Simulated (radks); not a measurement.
**V³⁺ in [Ne] 3s1 3p6 3d2 4s1: an all-electron calculation**

The task here is to estimate one member of a computed series from the others.

Method: scalar-relativistic Kohn-Sham, LDA (Slater exchange, VWN5 correlation), spin-polarised, spherical densities, point nucleus; open shells are filled with parallel spins first. Code: radks (a radial shooting solver on a logarithmic mesh, Libxc functionals) version 1.

**Starting point**

- element: vanadium (Z = 23)
- charge: +3
- electrons: 20
- configuration: [Ne] 3s1 3p6 3d2 4s1

The outer shells:

V³⁺
```
[Ne] core
3s [↑ ]
3p [↑↓][↑↓][↑↓]
3d [↑ ][↑ ][  ][  ][  ]
4s [↑ ]
```

The first run:

Settings of this run:

```text
Z 23
configuration [Ne] 3s1 3p6 3d2 4s1 4p0 5s0
relativity scalar-relativistic
functional lda,vwn5
spin polarised
nucleus point
c 137.035999084
```

One table of the session follows, with a row left open; its other results are not shown here.

It belongs to the step «Shells». From the orbitals of this run (lengths in bohr):

| level | <r> | outermost maximum (interpolated) | 90 % within | nodes |
| --- | --- | --- | --- | --- |
| 1s up | 0.06656 | 0.0436 | 0.119 | 0 |
| 1s down | 0.06657 | 0.0436 | 0.119 | 0 |
| 2s up | 0.3091 | 0.256 | 0.480 | 1 |
| 2s down | 0.3087 | 0.256 | 0.479 | 1 |
| 2p up | 0.2745 | 0.208 | 0.451 | 0 |
| 2p down | 0.2740 | 0.208 | 0.450 | 0 |
| 3s up | 0.9224 | 0.809 | 1.37 | 2 |
| 3s down | 0.9269 | 0.811 | 1.38 | 2 |
| 3p up | 0.9680 | 0.827 | 1.48 | 1 |
| 3p down | 0.9748 | 0.829 | 1.49 | 1 |
| 3d up | 1.086 | 0.811 | 1.78 | 0 |
| 3d down | ? | ? | ? | ? |
| 4s up | 2.379 | 2.18 | 3.42 | 3 |
| 4s down | 2.439 | 2.21 | 3.53 | 3 |
| 4p up | 2.655 | 2.42 | 3.84 | 2 |
| 4p down | 2.755 | 2.49 | 4.01 | 2 |
| 5s up | 4.737 | 4.63 | 6.68 | 4 |
| 5s down | 4.904 | 4.80 | 6.91 | 4 |

Q: Estimate the row for 3d down from the others.

As computed: <r>: 1.106; outermost maximum (interpolated): 0.818; 90 % within: 1.82; nodes: 0. In the column «<r>» it lies between 3d up (1.086) and 4s up (2.379).
